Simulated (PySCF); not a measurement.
# C8H10: the cost of one run

Computed with PySCF 2.14.0 and routines of our own; the level stands in each step. Atoms count from 0.

## (1) The system as given

18 atoms, charge 0, multiplicity 1; geometry from: GFN2-xTB.

## (2) Magnetic properties: GIAO HF/pcSseg-1

Job settings and geometry (Å):

```
{"job": {"kind": "mag", "xc": "HF", "basis": "pcSseg-1", "isotopologues": 2}, "charge": 0, "multiplicity": 1}
C      3.630316     0.435712    -0.194185
C      2.631951    -0.218899     0.366218
C      1.727804    -1.165160    -0.369568
C      0.342885    -0.745943    -0.261211
C     -0.802203    -0.391985    -0.159227
C     -2.146440     0.048408    -0.060108
C     -3.157344    -0.816502    -0.061340
C     -2.328922     1.534671     0.036525
H      4.259944     1.105273     0.366990
H      3.865480     0.327235    -1.241052
H      2.407626    -0.092815     1.417371
H      1.822197    -2.169946     0.058943
H      2.008671    -1.211333    -1.425895
H     -2.995028    -1.878281    -0.134970
H     -4.179303    -0.484543     0.009403
H     -1.904633     2.021161    -0.841538
H     -1.808211     1.920597     0.912447
H     -3.383549     1.788667     0.109558
```

Method: GIAO HF/pcSseg-1 magnetisability, rotational g tensor and spin-rotation constants, non-relativistic, gas phase.

Launch:

```console
$ OMP_NUM_THREADS=1 python excited_run.py task.json out
```

The driver reads the jobs from task.json and runs them one after another.

**Question.** How long does this first job take on 1 thread of Arm Neoverse N1, shared host, and how much memory does it need?

About 39 s, with a peak of 0.8 GiB.
